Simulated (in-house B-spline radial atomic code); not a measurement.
# In¹⁰⁺: binding energies from hole states

Aim: the cost of two holes at once in In¹⁰⁺, against the sum of the two single holes.

The numbers are computed with in-house B-spline radial atomic code version 1 (Dirac-Hartree-Fock, average of configuration, Fermi nucleus, basis-set limit), except any that are marked as measured or tabulated.

### 1 The system

| Item | Value |
| --- | --- |
| element | indium (Z = 49) |
| charge | +10 |
| electrons | 39 |
| configuration | [Kr] 4d3 |
| Hamiltonian | Dirac-Coulomb |
| nucleus | Fermi, rms radius 4.616 fm |

Outer shells as boxes (Hund's rule):

[Kr] 4d3
```
[Kr] core
4d [↑ ][↑ ][↑ ][  ][  ]
```

The boxes draw the filling by Hund's rule, which heavy ions in jj coupling don't follow; these runs average over all states of the configuration.

Input settings:

```ini
Z = 49
electrons = 39.0
configuration = [Kr] 4d3
hamiltonian = dirac
method = hf
spin_polarised = False
nucleus = fermi
rms_radius = 4.6156
mass_number = 115
atomic_mass = 114.903878772
speed_of_light = 137.035999084
```

The reference is known from an earlier run: -5849.491493 hartree in all. Up to eight levels, counted from the top:

```tsv
orbital	occupation	energy (eV)	<r> (bohr)
3p3/2	4	-888.67	0.3476
3d3/2	4	-673.26	0.3201
3d5/2	6	-665.25	0.3235
4s1/2	2	-323.18	0.8092
4p1/2	2	-276.86	0.8417
4p3/2	4	-268.77	0.8624
4d3/2	1.2	-201.25	0.9417
4d5/2	1.8	-199.94	0.9487
```

Single holes known from earlier runs (ΔSCF): 1s 28247.3 eV, 2s 4472.84 eV, 2p1/2 4167.39 eV, 2p3/2 3956.63 eV, 3d3/2 664.02 eV, 4s 321.99 eV, 4p3/2 267.71 eV, 4d 199.64 eV.

### 2 The 4p3/2 and 4d holes

In configurations, a minus sign after the shell means j = l − 1/2 and a plus sign j = l + 1/2; the count of electrons follows.

Changes to the settings of step 1:

```diff
@@ -1,4 +1,4 @@
 Z = 49
-electrons = 39.0
-configuration = [Kr] 4d3
+electrons = 37.0
+configuration = 1s2 2s2 2p6 3s2 3p6 3d10 4s2 4p-2 4p+3 4d2
 hamiltonian = dirac
```

From the run's result record (rounded, not every field):

```text
{
  "status": "converged",
  "iterations": 9,
  "energy [hartree]": {"total": -5831.43957074, "kinetic": 6130.9862518, "nuclear": -13798.6884746, "coulomb": 1983.46379743, "exact_exchange": -147.201145357},
  "breit [hartree]": {"gaunt": 4.583274, "retardation": -0.4655975, "frequency_dependence": -0.03849264},
  "qed [hartree]": {"self_energy": 3.110775, "uehling": -0.3989002, "wichmann_kroll": 0.007949602},
  "recoil [hartree]": 0.01914,
  "total_with_corrections [hartree]": -5824.62142274,
  "orbitals [hartree, bohr; first row names the columns]": [
    ["name", "occ", "eps", "<r>"],
    ["1s1/2", 2.0, -1042.521, 0.029706],
    ["2s1/2", 2.0, -167.67936, 0.12787],
    ["2p1/2", 2.0, -156.5891, 0.1085],
    ["2p3/2", 4.0, -148.78936, 0.11373],
    ["3s1/2", 2.0, -40.846958, 0.34504],
    ["3p1/2", 2.0, -36.337461, 0.33635],
    ["3p3/2", 4.0, -34.855724, 0.34741],
    ["3d3/2", 4.0, -26.968122, 0.31919],
    ["3d5/2", 6.0, -26.66648, 0.32255],
    ["4s1/2", 2.0, -13.679938, 0.79426],
    ["4p1/2", 2.0, -12.003295, 0.8219],
    ["4p3/2", 3.0, -11.707877, 0.84047],
    ["4d3/2", 0.8, -9.2003649, 0.90218],
    ["4d5/2", 1.2, -9.105943, 0.90965]
  ],
  "sum_r [bohr^k]": {"-1": 281.6086, "1": 14.51863, "2": 9.652044},
  "energy_minus_base [hartree]": 18.051922,
  "energy_minus_base_with_corrections [hartree]": 18.0462033
}
```

It took 0.73 s on 1 thread, shared host.

energy_minus_base is the energy less that of the reference run.

### 3 The 3d3/2 and 4p3/2 holes

Changes to the settings of step 2:

```diff
@@ -2,3 +2,3 @@
 electrons = 37.0
-configuration = 1s2 2s2 2p6 3s2 3p6 3d10 4s2 4p-2 4p+3 4d2
+configuration = 1s2 2s2 2p6 3s2 3p6 3d-3 3d+6 4s2 4p-2 4p+3 4d3
 hamiltonian = dirac
```

Result record:

```text
{
  "status": "converged",
  "iterations": 9,
  "energy [hartree]": {"total": -5814.10125843, "kinetic": 6113.72118989, "nuclear": -13730.8623121, "coulomb": 1946.7546099, "exact_exchange": -143.714746153},
  "breit [hartree]": {"gaunt": 4.567206, "retardation": -0.4646522, "frequency_dependence": -0.03867529},
  "qed [hartree]": {"self_energy": 3.11326, "uehling": -0.3991091, "wichmann_kroll": 0.007953773},
  "recoil [hartree]": 0.01915408,
  "total_with_corrections [hartree]": -5807.29612041,
  "orbitals [hartree, bohr; first row names the columns]": [
    ["name", "occ", "eps", "<r>"],
    ["1s1/2", 2.0, -1043.9485, 0.029707],
    ["2s1/2", 2.0, -169.1108, 0.12781],
    ["2p1/2", 2.0, -157.96422, 0.1084],
    ["2p3/2", 4.0, -150.25709, 0.11369],
    ["3s1/2", 2.0, -41.759646, 0.3429],
    ["3p1/2", 2.0, -37.134138, 0.33404],
    ["3p3/2", 4.0, -35.792956, 0.34459],
    ["3d3/2", 3.0, -28.009978, 0.31457],
    ["3d5/2", 6.0, -27.731513, 0.31828],
    ["4s1/2", 2.0, -13.979829, 0.7834],
    ["4p1/2", 2.0, -12.290902, 0.80913],
    ["4p3/2", 3.0, -11.993435, 0.82688],
    ["4d3/2", 1.2, -9.4052837, 0.88496],
    ["4d5/2", 1.8, -9.333024, 0.88909]
  ],
  "sum_r [bohr^k]": {"-1": 280.2244, "1": 14.9002, "2": 10.1428},
  "energy_minus_base [hartree]": 35.3902343,
  "energy_minus_base_with_corrections [hartree]": 35.3715056
}
```

Run time: 0.74 s. Hardware: 1 thread, shared host.

### 4 The 4s and 4p3/2 holes

Changes to the settings of step 3:

```diff
@@ -2,3 +2,3 @@
 electrons = 37.0
-configuration = 1s2 2s2 2p6 3s2 3p6 3d-3 3d+6 4s2 4p-2 4p+3 4d3
+configuration = 1s2 2s2 2p6 3s2 3p6 3d10 4s1 4p-2 4p+3 4d3
 hamiltonian = dirac
```

Result record:

```text
{
  "status": "converged",
  "iterations": 9,
  "energy [hartree]": {"total": -5826.94008499, "kinetic": 6125.52918727, "nuclear": -13785.3562075, "coulomb": 1978.74178181, "exact_exchange": -145.854846593},
  "breit [hartree]": {"gaunt": 4.578083, "retardation": -0.4654081, "frequency_dependence": -0.03855758},
  "qed [hartree]": {"self_energy": 3.103554, "uehling": -0.3980466, "wichmann_kroll": 0.007932771},
  "recoil [hartree]": 0.01909467,
  "total_with_corrections [hartree]": -5820.13343291,
  "orbitals [hartree, bohr; first row names the columns]": [
    ["name", "occ", "eps", "<r>"],
    ["1s1/2", 2.0, -1042.6911, 0.029706],
    ["2s1/2", 2.0, -167.77782, 0.12789],
    ["2p1/2", 2.0, -156.70935, 0.1085],
    ["2p3/2", 4.0, -148.90795, 0.11373],
    ["3s1/2", 2.0, -40.923114, 0.34556],
    ["3p1/2", 2.0, -36.441846, 0.33632],
    ["3p3/2", 4.0, -34.959725, 0.34734],
    ["3d3/2", 4.0, -27.084276, 0.31903],
    ["3d5/2", 6.0, -26.782446, 0.32239],
    ["4s1/2", 1.0, -13.803222, 0.79202],
    ["4p1/2", 2.0, -12.005971, 0.8212],
    ["4p3/2", 3.0, -11.709283, 0.83998],
    ["4d3/2", 1.2, -9.231016, 0.89973],
    ["4d5/2", 1.8, -9.1355963, 0.90723]
  ],
  "sum_r [bohr^k]": {"-1": 281.3365, "1": 14.61771, "2": 9.858054},
  "energy_minus_base [hartree]": 22.5514077,
  "energy_minus_base_with_corrections [hartree]": 22.5341931
}
```

Wall time 0.75 s (1 thread, shared host).

### 5 The 2p1/2 and 4d holes

Changes to the settings of step 4:

```diff
@@ -2,3 +2,3 @@
 electrons = 37.0
-configuration = 1s2 2s2 2p6 3s2 3p6 3d10 4s1 4p-2 4p+3 4d3
+configuration = 1s2 2s2 2p-1 2p+4 3s2 3p6 3d10 4s2 4p6 4d2
 hamiltonian = dirac
```

Result record:

```text
{
  "status": "converged",
  "iterations": 9,
  "energy [hartree]": {"total": -5687.86185186, "kinetic": 5971.06373555, "nuclear": -13422.5099012, "coulomb": 1901.40103157, "exact_exchange": -137.816717738},
  "breit [hartree]": {"gaunt": 4.207425, "retardation": -0.4244405, "frequency_dependence": -0.038835},
  "qed [hartree]": {"self_energy": 3.122477, "uehling": -0.3994509, "wichmann_kroll": 0.007958556},
  "recoil [hartree]": 0.019398,
  "total_with_corrections [hartree]": -5681.36732036,
  "orbitals [hartree, bohr; first row names the columns]": [
    ["name", "occ", "eps", "<r>"],
    ["1s1/2", 2.0, -1049.7106, 0.029683],
    ["2s1/2", 2.0, -171.38127, 0.12713],
    ["2p1/2", 1.0, -161.66494, 0.10832],
    ["2p3/2", 4.0, -153.35119, 0.11271],
    ["3s1/2", 2.0, -42.178749, 0.34015],
    ["3p1/2", 2.0, -37.655596, 0.33031],
    ["3p3/2", 4.0, -36.263171, 0.3403],
    ["3d3/2", 4.0, -28.383058, 0.31098],
    ["3d5/2", 6.0, -28.174632, 0.31325],
    ["4s1/2", 2.0, -14.086534, 0.77986],
    ["4p1/2", 2.0, -12.316222, 0.80535],
    ["4p3/2", 4.0, -12.010935, 0.82302],
    ["4d3/2", 0.8, -9.4599929, 0.87784],
    ["4d5/2", 1.2, -9.4211359, 0.88224]
  ],
  "sum_r [bohr^k]": {"-1": 273.9315, "1": 14.92175, "2": 9.976543},
  "energy_minus_base [hartree]": 161.629641,
  "energy_minus_base_with_corrections [hartree]": 161.300306
}
```

It took 0.75 s on 1 thread, shared host.

Radial density 4πr²n(r) and radial functions P(r) = rR(r):

```tsv
r (bohr)	4πr²n	2p3/2	4d5/2
0.00226	5.939	0.0158	0.0000
0.00330	10.88	0.0324	0.0001
0.00483	19.07	0.0661	0.0002
0.00706	31.15	0.1322	0.0006
0.0103	45.98	0.2571	0.0016
0.0151	59.15	0.4864	0.0047
0.0221	62.90	0.8713	0.0130
0.0323	55.68	1.4460	0.0345
0.0472	51.88	2.1573	0.0851
0.0690	65.12	2.7647	0.1903
0.101	72.01	2.8506	0.3702
0.148	55.39	2.1522	0.5851
0.216	60.24	1.0584	0.6607
0.316	61.60	0.2856	0.3409
0.462	26.47	0.0349	-0.4134
0.675	18.12	0.0016	-1.1071
0.987	11.11	0.0000	-1.0833
1.44	1.461	0.0000	-0.4977
2.11	0.02613	0.0000	-0.0869
3.09	3.538e-05	0.0000	-0.0039
```

On the record's full grid the radial density has clear maxima near r = 0.022, 0.10, 0.26 bohr.

X-ray form factor of the spherical density:

```tsv
sinθ/λ (1/Å)	f (electrons)
0	37.000
0.1	36.279
0.2	34.281
0.3	31.427
0.4	28.234
0.6	22.409
0.8	18.256
1	15.335
1.4	10.865
1.8	7.641
2.5	5.087
4	3.277
6	1.742
```

### 6 The 1s and 2s holes

Changes to the settings of step 5:

```diff
@@ -2,3 +2,3 @@
 electrons = 37.0
-configuration = 1s2 2s2 2p-1 2p+4 3s2 3p6 3d10 4s2 4p6 4d2
+configuration = 1s1 2s1 2p6 3s2 3p6 3d10 4s2 4p6 4d3
 hamiltonian = dirac
```

Result record:

```text
{
  "status": "converged",
  "iterations": 14,
  "energy [hartree]": {"total": -4640.53136839, "kinetic": 4846.45105867, "nuclear": -11152.1654502, "coulomb": 1770.83665586, "exact_exchange": -105.653632749},
  "breit [hartree]": {"gaunt": 1.974401, "retardation": -0.2857293, "frequency_dependence": -0.0204125},
  "qed [hartree]": {"self_energy": 1.661592, "uehling": -0.2099402, "wichmann_kroll": 0.004188084},
  "recoil [hartree]": 0.01585443,
  "total_with_corrections [hartree]": -4637.39141516,
  "orbitals [hartree, bohr; first row names the columns]": [
    ["name", "occ", "eps", "<r>"],
    ["1s1/2", 1.0, -1036.137, 0.029265],
    ["2s1/2", 1.0, -217.33458, 0.12634],
    ["2p1/2", 2.0, -167.73897, 0.10558],
    ["2p3/2", 4.0, -159.27231, 0.11077],
    ["3s1/2", 2.0, -43.681912, 0.33399],
    ["3p1/2", 2.0, -39.54316, 0.32248],
    ["3p3/2", 4.0, -37.898516, 0.33267],
    ["3d3/2", 4.0, -30.014551, 0.3015],
    ["3d5/2", 6.0, -29.657527, 0.30486],
    ["4s1/2", 2.0, -14.478679, 0.76424],
    ["4p1/2", 2.0, -12.764504, 0.78367],
    ["4p3/2", 4.0, -12.406439, 0.80276],
    ["4d3/2", 1.2, -9.7555134, 0.85147],
    ["4d5/2", 1.8, -9.6907364, 0.85788]
  ],
  "sum_r [bohr^k]": {"-1": 227.5967, "1": 15.36146, "2": 10.31514},
  "energy_minus_base [hartree]": 1208.96012,
  "energy_minus_base_with_corrections [hartree]": 1205.27621
}
```

It took 1.1 s on 1 thread, shared host.

### 7 The 2s and 2p3/2 holes

Changes to the settings of step 6:

```diff
@@ -2,3 +2,3 @@
 electrons = 37.0
-configuration = 1s1 2s1 2p6 3s2 3p6 3d10 4s2 4p6 4d3
+configuration = 1s2 2s1 2p-2 2p+3 3s2 3p6 3d10 4s2 4p6 4d3
 hamiltonian = dirac
```

Result record:

```text
{
  "status": "converged",
  "iterations": 9,
  "energy [hartree]": {"total": -5534.94835252, "kinetic": 5816.22191556, "nuclear": -13053.6115869, "coulomb": 1830.24735863, "exact_exchange": -127.806039787},
  "breit [hartree]": {"gaunt": 4.101858, "retardation": -0.4089682, "frequency_dependence": -0.03296546},
  "qed [hartree]": {"self_energy": 2.950763, "uehling": -0.3806476, "wichmann_kroll": 0.007588491},
  "recoil [hartree]": 0.01857934,
  "total_with_corrections [hartree]": -5528.69214461,
  "orbitals [hartree, bohr; first row names the columns]": [
    ["name", "occ", "eps", "<r>"],
    ["1s1/2", 2.0, -1055.0456, 0.029687],
    ["2s1/2", 1.0, -175.32239, 0.12709],
    ["2p1/2", 2.0, -164.92183, 0.10691],
    ["2p3/2", 3.0, -156.97376, 0.11282],
    ["3s1/2", 2.0, -43.422631, 0.33582],
    ["3p1/2", 2.0, -39.210962, 0.32479],
    ["3p3/2", 4.0, -37.564182, 0.3345],
    ["3d3/2", 4.0, -30.050087, 0.30211],
    ["3d5/2", 6.0, -29.635809, 0.30594],
    ["4s1/2", 2.0, -14.426466, 0.76694],
    ["4p1/2", 2.0, -12.701406, 0.78749],
    ["4p3/2", 4.0, -12.342917, 0.80675],
    ["4d3/2", 1.2, -9.7652453, 0.85146],
    ["4d5/2", 1.8, -9.6909644, 0.85867]
  ],
  "sum_r [bohr^k]": {"-1": 266.4028, "1": 15.34526, "2": 10.37692},
  "energy_minus_base [hartree]": 314.54314,
  "energy_minus_base_with_corrections [hartree]": 313.975481
}
```

It took 0.75 s on 1 thread, shared host.

### 8 What the holes cost

| two holes | ΔSCF (eV) | less the two single holes (eV) |
| --- | --- | --- |
| 4p3/2 and 4d | 491.22 | 23.87 |
| 3d3/2 and 4p3/2 | 963.02 | 31.29 |
| 4s and 4p3/2 | 613.66 | 23.95 |
| 2p1/2 and 4d | 4398.17 | 31.14 |
| 1s and 2s | 32897.5 | 177.36 |
| 2s and 2p3/2 | 8559.15 | 129.69 |

What this shows: Two holes cost more than the sum of each, because the second electron leaves a more charged ion. The excess runs from 23.9 eV (4p3/2 and 4d) to 177.4 eV (1s and 2s); it tends to be largest where both holes are compact. Two partly filled shells share a symmetry and can mix in the average, which may lower the energy, in these hole states: 3d3/2 and 4p3/2; 1s and 2s; 3d3/2. Values are for the free ion, measured from the vacuum level.
